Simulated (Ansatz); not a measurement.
**InH2(SMe) (CH₅InS): a spread of methods and bases**

How do the results and run time of InH2(SMe) (CH₅InS) respond when the settings are drawn wide?

Program: Ansatz 0.2.0, Gaussian basis. Level of theory: the settings change from run to run. These are calculated values, not measurements.

2 further runs of the same task are left out: 2 set aside as unsound or not needed. Runs told in other sessions of the task aren't counted.

## Step 1: The geometry

The geometry comes from an earlier relaxation with B3LYP-D4 in a triple-zeta def2 set; it is a stationary point, not always the lowest conformer. In takes a core potential in def2 sets; no spin-orbit term is included.

8 atoms, charge 0, spin multiplicity 1.

Atoms are counted from 1 here; the program's logs count them from 0.

Bond lengths: In1–H2 1.723 Å, In1–H3 1.716 Å, In1–S4 2.397 Å, S4–C5 1.837 Å, C5–H6 1.088 Å, C5–H7 1.088 Å, C5–H8 1.088 Å. Angles: H2–In1–H3 130.3°, H2–In1–S4 113.8°, H3–In1–S4 115.9°, In1–S4–C5 103.5°, S4–C5–H6 111.9°, S4–C5–H7 108.4°, S4–C5–H8 109.1°, H6–C5–H7 109.0°, H6–C5–H8 109.1°, H7–C5–H8 109.1°.

## Step 2: rPW86-PBE/def2-mTZVPP

This run has the search for lower states set to off.

The input, in.yaml:

```yaml
crystal:
  periodic: [false, false, false]
  atoms:
    - {symbol: In, position_ang: [0.722632, 1.447729, -0.953213]}
    - {symbol: H, position_ang: [1.929582, 0.262210, -1.280581]}
    - {symbol: H, position_ang: [0.611396, 3.086100, -1.451505]}
    - {symbol: S, position_ang: [-1.079240, 0.643579, 0.408345]}
    - {symbol: C, position_ang: [-0.608063, -1.096248, 0.761349]}
    - {symbol: H, position_ang: [0.263686, -1.405297, 0.188534]}
    - {symbol: H, position_ang: [-1.447768, -1.739084, 0.503983]}
    - {symbol: H, position_ang: [-0.392235, -1.198990, 1.823097]}
basis:
  gaussian: {orbitals: def2-mTZVPP}
hamiltonian: {xc: {name: rPW86-PBE}}
scf: {lower_state_search: off}
output: {forces: true}
```

Started as:

```bash
> ansatz run in.yaml --threads 4 --pin off --events-out ev --progress --plain --max-ram 3916MiB
```

Standard output, cut to the lines that bear on the results:

```text
Functional definition: rPW86-PBE
  name "rPW86-PBE"
  cite "Murray, Lee & Langreth, J. Chem. Theory Comput. 5, 2754 (2009) doi:10.1021/ct900365q"
  cite "Perdew, Burke & Ernzerhof, Phys. Rev. Lett. 77, 3865 (1996) doi:10.1103/PhysRevLett.77.3865"
  parent pbe
[...]
1086 factors; their error is unknown
[...]
mean field -17146.54475658 eV, -630.1238974587 hartree, gradient 1.4e-6 eV, S^2 0.000000; 0 other end points of the search recorded, 0 dependent functions left out
[...]
reference -17146.54489566 eV, -630.1239025699 hartree; 24, 24 occupied and 83, 83 virtual orbitals, 1086 factors
Total energy: -17146.54489566 eV, -630.1239025699 hartree
Atom 0 at     0.722632     1.447729    -0.953213 Å, force     0.158685     0.091903    -0.128009 eV/Å
Atom 1 at     1.929582     0.262210    -1.280581 Å, force     0.123103    -0.125117    -0.031913 eV/Å
Atom 2 at     0.611396     3.086100    -1.451505 Å, force    -0.016267     0.165369    -0.047865 eV/Å
Atom 3 at    -1.079240     0.643579     0.408345 Å, force    -0.365040     0.298707     0.112414 eV/Å
Atom 4 at    -0.608063    -1.096248     0.761349 Å, force     0.042617    -0.207331     0.051370 eV/Å
Atom 5 at     0.263686    -1.405297     0.188534 Å, force     0.172354    -0.067131    -0.109293 eV/Å
Atom 6 at    -1.447768    -1.739084     0.503983 Å, force    -0.156746    -0.130360    -0.049003 eV/Å
Atom 7 at    -0.392235    -1.198990     1.823097 Å, force     0.041294    -0.026039     0.202300 eV/Å
Dipole moment:     0.233636    -0.194080    -0.065708 e Å
Checks for a lower state left out: stability, starts, cluster_reference, orbital_swaps, neighbouring_geometries, increment
```

Run time: 2.7 s. Hardware: 4 threads of Arm Neoverse N1, shared host.

Largest force 0.485 eV/Å, dipole 1.49 D.

## Step 3: CAM-B3LYP/def2-mTZVPP

Options: coordinates scaled by 1.25, a point charge of 0.50 e beside it, D3(BJ) dispersion.

The input, in.yaml:

```yaml
crystal:
  periodic: [false, false, false]
  atoms:
    - {symbol: In, position_ang: [0.903291, 1.809662, -1.191517]}
    - {symbol: H, position_ang: [2.411978, 0.327763, -1.600726]}
    - {symbol: H, position_ang: [0.764245, 3.857625, -1.814381]}
    - {symbol: S, position_ang: [-1.349050, 0.804474, 0.510431]}
    - {symbol: C, position_ang: [-0.760079, -1.370310, 0.951686]}
    - {symbol: H, position_ang: [0.329607, -1.756621, 0.235668]}
    - {symbol: H, position_ang: [-1.809711, -2.173855, 0.629979]}
    - {symbol: H, position_ang: [-0.490294, -1.498737, 2.278871]}
basis:
  gaussian: {orbitals: def2-mTZVPP, point_charges: [{charge: 0.50, position_ang: [7.342, 0.361, 0.200]}]}
hamiltonian: {xc: {name: CAM-B3LYP}, dispersion: d3bj}
scf: {omitted_lower_state_checks: [starts]}
```

Same command.

Standard output, cut to the lines that bear on the results:

```text
Functional definition: CAM-B3LYP
  name "CAM-B3LYP"
  cite "Yanai, Tew & Handy, Chem. Phys. Lett. 393, 51 (2004) doi:10.1016/j.cplett.2004.06.011"
  cite "Iikura, Tsuneda, Yanai & Hirao, J. Chem. Phys. 115, 3540 (2001) doi:10.1063/1.1383587"
  cite "Becke, Phys. Rev. A 38, 3098 (1988) doi:10.1103/PhysRevA.38.3098"
  cite "Lee, Yang & Parr, Phys. Rev. B 37, 785 (1988) doi:10.1103/PhysRevB.37.785"
  cite "Vosko, Wilk & Nusair, Can. J. Phys. 58, 1200 (1980) doi:10.1139/p80-159"
[...]
  # Exact exchange under (alpha + beta erf(omega r))/r, Becke's under what is left of 1/r.
[...]
1136 factors; their error is unknown
335 factors; integrals over basis functions are off by at most 2.0e-5 eV
[...]
mean field -17121.25021871 eV, -629.1943403375 hartree, gradient 7.7e-5 eV, S^2 0.000000; 0 other end points of the search recorded, 0 dependent functions left out
reference -17121.25037220 eV, -629.1943459779 hartree; 24, 24 occupied and 83, 83 virtual orbitals, 1136 factors
Total energy: -17121.40532935 eV, -629.2000405481 hartree
Checks for a lower state left out: starts
```

Run time: 1.6 s. Hardware: 4 threads of Arm Neoverse N1, shared host.

## Step 4: B97M-V/def2-mTZVP

The input, in.yaml:

```yaml
crystal:
  periodic: [false, false, false]
  atoms:
    - {symbol: In, position_ang: [0.722632, 1.447729, -0.953213]}
    - {symbol: H, position_ang: [1.929582, 0.262210, -1.280581]}
    - {symbol: H, position_ang: [0.611396, 3.086100, -1.451505]}
    - {symbol: S, position_ang: [-1.079240, 0.643579, 0.408345]}
    - {symbol: C, position_ang: [-0.608063, -1.096248, 0.761349]}
    - {symbol: H, position_ang: [0.263686, -1.405297, 0.188534]}
    - {symbol: H, position_ang: [-1.447768, -1.739084, 0.503983]}
    - {symbol: H, position_ang: [-0.392235, -1.198990, 1.823097]}
basis:
  gaussian: {orbitals: def2-mTZVP}
hamiltonian: {xc: {name: B97M-V}}
output: {forces: true}
```

Same command.

Standard output:

```text
Functional definition: B97M-V
  name "B97M-V"
  cite "Mardirossian & Head-Gordon, J. Chem. Phys. 142, 074111 (2015) doi:10.1063/1.4907719"
  cite "Becke, J. Chem. Phys. 107, 8554 (1997) doi:10.1063/1.475007"
  cite "Vydrov & Van Voorhis, J. Chem. Phys. 133, 244103 (2010) doi:10.1063/1.3521275"
  # Of w^i u^j: cxij and so on, Table III.
  parameter cx00 = 1.000
  parameter cx01 = 1.308
  parameter cx02 = 1.901
  parameter cx10 = 0.416
  parameter cx11 = 3.070
  parameter css00 = 1.000
  parameter css02 = -1.855
  parameter css10 = -5.668
  parameter css32 = -20.497
  parameter css42 = -20.364
  parameter cos00 = 1.000
  parameter cos01 = 1.573
  parameter cos03 = -6.298
  parameter cos10 = 2.535
  parameter cos32 = -6.427
  parameter b = 6.0
  parameter c = 0.01
  gx(w, u) = cx00 + cx01*u + cx02*u^2 + (cx10 + cx11*u)*w
  gss(w, u) = css00 + css02*u^2 + css10*w + (css32*w^3 + css42*w^4)*u^2
  gos(w, u) = cos00 + cos01*u + cos03*u^3 + cos10*w + cos32*w^3*u^2
  exchange = spin_sum(e_x_unif_s*gx(b97_w, b97_u_x))
  correlation = spin_sum(e_c_pw_mod_same_spin*gss(b97_w, b97_u_same))
      + integral(e_c_pw_mod_opposite_spin*gos(b97_w_opposite, b97_u_opposite)) + vv10(b, c)
994 factors; their error is unknown
mean field evaluation 1: about -17120.0549 eV, gradient 4.7e1 eV
mean field evaluation 2: about -17108.2365 eV, gradient 7.4e1 eV
mean field evaluation 4: about -17125.7042 eV, gradient 6.0e0 eV
mean field evaluation 8: about -17125.8094 eV, gradient 4.7e-2 eV
mean field evaluation 16: about -17125.7658 eV, gradient 8.8e-5 eV
mean field -17125.76575890 eV, -629.3602833787 hartree, gradient 1.5e-5 eV, S^2 0.000000; 0 other end points of the search recorded, 0 dependent functions left out
the calculation of the forces begins
reference -17125.76583870 eV, -629.3602863112 hartree; 24, 24 occupied and 68, 68 virtual orbitals, 994 factors
Total energy: -17125.76583870 eV, -629.3602863112 hartree
Atom 0 at     0.722632     1.447729    -0.953213 Å, force    -0.135462    -0.045840     0.097758 eV/Å
Atom 1 at     1.929582     0.262210    -1.280581 Å, force     0.168580    -0.172394    -0.043982 eV/Å
Atom 2 at     0.611396     3.086100    -1.451505 Å, force    -0.007218     0.221386    -0.072520 eV/Å
Atom 3 at    -1.079240     0.643579     0.408345 Å, force    -0.040648    -0.030123     0.039203 eV/Å
Atom 4 at    -0.608063    -1.096248     0.761349 Å, force    -0.014009     0.025613     0.001140 eV/Å
Atom 5 at     0.263686    -1.405297     0.188534 Å, force    -0.067816    -0.015015     0.062635 eV/Å
Atom 6 at    -1.447768    -1.739084     0.503983 Å, force     0.116909     0.042397     0.040240 eV/Å
Atom 7 at    -0.392235    -1.198990     1.823097 Å, force    -0.020337    -0.026023    -0.124474 eV/Å
Dipole moment:     0.252666    -0.191390    -0.076997 e Å
```

Run time: 7 s. Hardware: 4 threads of Arm Neoverse N1, shared host.

Largest force 0.245 eV/Å, dipole 1.57 D.

## Step 5: r2SCAN0/def2-SVPD

Set apart from the defaults: D3(BJ) with three-body dispersion.

Changes to in.yaml since step 4:

```diff
@@ -12,4 +12,4 @@
 basis:
-  gaussian: {orbitals: def2-mTZVP}
-hamiltonian: {xc: {name: B97M-V}}
+  gaussian: {orbitals: def2-SVPD}
+hamiltonian: {xc: {name: r2SCAN0}, dispersion: d3bjatm}
 output: {forces: true}
```

The command is unchanged.

Standard output, cut to the lines that bear on the results:

```text
Functional definition: r2SCAN0
  name "r2SCAN0"
  cite "Bursch, Neugebauer, Ehlert & Grimme, J. Chem. Phys. 156, 134105 (2022) doi:10.1063/5.0086040"
  cite "Furness, Kaplan, Ning, Perdew & Sun, J. Phys. Chem. Lett. 11, 8208 (2020) doi:10.1021/acs.jpclett.0c02405"
  cite "Furness, Kaplan, Ning, Perdew & Sun, J. Phys. Chem. Lett. 11, 9248 (2020) doi:10.1021/acs.jpclett.0c03077"
  parent r2scan
[...]
1268 factors; integrals over basis functions are off by at most 1.1e-3 eV
[...]
mean field -17123.12001174 eV, -629.2630539639 hartree, gradient 6.8e-5 eV, S^2 0.000000; 0 other end points of the search recorded, 0 dependent functions left out
[...]
reference -17123.12002666 eV, -629.2630545122 hartree; 24, 24 occupied and 95, 95 virtual orbitals, 1268 factors
Total energy: -17123.17229102 eV, -629.2649751918 hartree
Atom 0 at     0.722632     1.447729    -0.953213 Å, force     0.070486     0.013666    -0.049352 eV/Å
Atom 1 at     1.929582     0.262210    -1.280581 Å, force    -0.080883     0.076207     0.023936 eV/Å
Atom 2 at     0.611396     3.086100    -1.451505 Å, force     0.002298    -0.112327     0.037082 eV/Å
Atom 3 at    -1.079240     0.643579     0.408345 Å, force     0.050206    -0.197394     0.043888 eV/Å
Atom 4 at    -0.608063    -1.096248     0.761349 Å, force    -0.095486     0.382337    -0.073952 eV/Å
Atom 5 at     0.263686    -1.405297     0.188534 Å, force     0.134099    -0.054268    -0.089433 eV/Å
Atom 6 at    -1.447768    -1.739084     0.503983 Å, force    -0.115182    -0.093339    -0.043576 eV/Å
Atom 7 at    -0.392235    -1.198990     1.823097 Å, force     0.034462    -0.014883     0.151408 eV/Å
Dipole moment:     0.292830    -0.173537    -0.107684 e Å
```

Wall time 4.9 s (4 threads of Arm Neoverse N1, shared host).

Largest force 0.401 eV/Å, dipole 1.71 D.

## Step 6: The runs in one table

| level | charge | multiplicity | geometry | functions | energy (eV) | time |
| --- | --- | --- | --- | --- | --- | --- |
| rPW86-PBE/def2-mTZVPP | 0 | 1 | relaxed | 107 | -17146.545 | 2.7 s |
| CAM-B3LYP/def2-mTZVPP | 0 | 1 | scaled, point charge | 107 | -17121.405 | 1.6 s |
| B97M-V/def2-mTZVP | 0 | 1 | relaxed | 92 | -17125.766 | 7 s |
| r2SCAN0/def2-SVPD | 0 | 1 | relaxed | 119 | -17123.172 | 4.9 s |

## Step 7: Outcome

| quantity | value |
| --- | --- |
| runs | 4 |
| quickest | CAM-B3LYP/def2-mTZVPP, 1.6 s |
| slowest | B97M-V/def2-mTZVP, 7 s |
| spread of total energies, same state and geometry | 23.4 eV |
| dipole, same state and geometry | 1.49 to 1.71 D |

**Reading.** Run time spans a factor of 4, from CAM-B3LYP/def2-mTZVPP to B97M-V/def2-mTZVP. The jobs differ in tasks and options as well as level. Total energies at one charge and spin differ by 23 eV between levels, so only differences within one level mean anything. At the B3LYP-D4/def2-TZVP geometry and in the same state, the sound runs without point charges leave forces up to 0.48 eV/Å (rPW86-PBE/def2-mTZVPP). At that geometry and state the dipole changes by 15 % between the lowest and highest value.
